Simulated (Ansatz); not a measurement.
# KCaF3: the cost of one run

Computed with Ansatz 0.2.0 (DFT PBEsol, scalar-relativistic, plane waves, PAW, unless a step's input says otherwise).

## 1. The starting structure

The structure is cubic, space group Pm-3m (No. 221). The conventional cell has a = 4.482 Å, b = 4.482 Å, c = 4.482 Å, α = 90.00°, β = 90.00°, γ = 90.00°. Around K (site symmetry m-3m) lie 12 F at 3.17 Å. Ca (site symmetry m-3m) is surrounded by 6 F at 2.24 Å. F (site symmetry 4/mmm) is surrounded by 2 Ca at 2.24 Å and 4 K at 3.17 Å.

Structure file:

```
K Ca F
1.0
     4.48173    0.00000    0.00000
     0.00000    4.48173    0.00000
     0.00000    0.00000    4.48173
K Ca F
1 1 3
Cartesian
  2.2409 2.2409 2.2409
  0.0000 0.0000 0.0000
  0.0000 2.2409 0.0000
  0.0000 0.0000 2.2409
  2.2409 0.0000 0.0000
```

Source of the structure: the Materials Project (structure only).

(A quick probe on a coarse mesh, which set the mesh and smearing, is not shown.)

## 3. Relaxing cell and atoms

Contents of input.yaml:

```yaml
crystal:
  lattice:
    - [4.481726, 0.0, 0.0]
    - [0.0, 4.481726, 0.0]
    - [0.0, 0.0, 4.481726]
  atoms:
    - { symbol: K, position: [0.5, 0.5, 0.5] }
    - { symbol: Ca, position: [0.0, 0.0, 0.0] }
    - { symbol: F, position: [0.0, 0.5, 0.0] }
    - { symbol: F, position: [0.0, 0.0, 0.5] }
    - { symbol: F, position: [0.5, 0.0, 0.0] }
basis:
  ecutwfc: 420
kpoints:
  mp_grid: { grid: [6, 6, 6] }
hamiltonian:
  xc: pbesol
scf:
  occupations: { method: gaussian, width: 0.02 }
output:
  forces: true
  stress: true
  eigenvalues: true
relax:
  adjacent_minimum: "off"
  f_tol: 0.005
  max_steps: 80
  cell: { stress_tol: 0.05 }
```

Run with:

```bash
ansatz run input.yaml --threads 4 --pin off --max-ram 9216MiB --backend cpu --events-out ev --progress --plain --runs-dir out
```

**Question.** How long does this run take on 4 threads of Arm Neoverse V2, shared host, and how much memory does it need?

About 3.9 s, with a peak of 0.39 GiB.
